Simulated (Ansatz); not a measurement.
Born–Oppenheimer molecular dynamics of a periodic cell of 16 atoms, Li (start crystal Li, start structure bcc, volume 1.05 times the crystal's). It starts from a structure without forces on its atoms.

Computed with DFT PBEsol, scalar-relativistic, plane waves, PAW in Ansatz. Settings: accuracy low, cutoff 420 eV, k mesh 2x2x2, fermi-dirac smearing 0.16 eV, no spin polarisation.

- ensemble: NVT, Langevin thermostat
- time step: 1 fs
- steps asked: 200
- set temperature: 1800 K
- friction: 0.02 /fs
- seed: 200428

First frame:

```xyz
16
Lattice="7.0944 0.0000 0.0000 0.0000 7.0944 0.0000 0.0000 0.0000 7.0944" Properties=species:S:1:pos:R:3
Li 0.000 0.000 0.000
Li 3.547 0.000 0.000
Li 0.000 3.547 0.000
Li 0.000 0.000 3.547
Li 1.774 1.774 1.774
Li 3.547 3.547 0.000
Li 3.547 0.000 3.547
Li 5.321 1.774 1.774
Li 0.000 3.547 3.547
Li 1.774 5.321 1.774
Li 1.774 1.774 5.321
Li 3.547 3.547 3.547
Li 5.321 5.321 1.774
Li 5.321 1.774 5.321
Li 1.774 5.321 5.321
Li 5.321 5.321 5.321
```

(1) What does the run give?

(2) What happens to the structure?

(3) How do temperature and energy run in time?

Answers

(1) All steps were run.

| Item | Value |
| --- | --- |
| steps done | 200 |
| time covered | 200 fs |
| mean temperature over the second half | 1719 K |
| spread of the potential energy over the second half | 31.9 meV per atom |
| mean potential energy of the second half above the start | 277.0 meV per atom |

A run of 0.2 ps of so small a system gives no equilibrium averages. Limits of this set-up: coarse k mesh, low accuracy level.

(2) Mean squared displacements from the first frame to the last, about the centre of mass: Li 1.80 Å². The details hang on the random start.

(3) 
| time (fs) | T (K) | potential energy less start (eV) |
| --- | --- | --- |
| 0.0 | 1688 | 0.000 |
| 6.0 | 1371 | 0.203 |
| 12.0 | 1258 | 0.715 |
| 18.0 | 1217 | 1.452 |
| 24.0 | 990 | 1.979 |
| 30.0 | 972 | 2.278 |
| 36.0 | 1023 | 2.348 |
| 42.0 | 881 | 2.347 |
| 48.0 | 1191 | 2.337 |
| 54.0 | 1090 | 2.151 |
| 60.0 | 1694 | 1.847 |
| 66.0 | 2076 | 1.665 |
| 72.0 | 2227 | 1.731 |
| 78.0 | 1810 | 1.954 |
| 84.0 | 1920 | 2.124 |
| 90.0 | 1969 | 2.323 |
| 96.0 | 1888 | 2.693 |
| 102.0 | 1719 | 3.425 |
| 108.0 | 1680 | 4.189 |
| 114.0 | 1233 | 4.665 |
| 120.0 | 1629 | 4.581 |
| 126.0 | 1992 | 4.205 |
| 132.0 | 1989 | 4.038 |
| 138.0 | 1770 | 3.877 |
| 144.0 | 1927 | 3.718 |
| 150.0 | 1912 | 4.080 |
| 156.0 | 1507 | 4.881 |
| 162.0 | 1132 | 5.344 |
| 168.0 | 1244 | 5.285 |
| 174.0 | 1732 | 4.939 |
| 180.0 | 2195 | 4.508 |
| 186.0 | 2282 | 4.330 |
| 192.0 | 1879 | 4.428 |
| 198.0 | 1657 | 4.819 |

Time of the run: 8.3 min on 1 thread of Intel(R) Xeon(R) Platinum 8488C (Sapphire Rapids), on a shared host, peak memory 0.58 GiB.
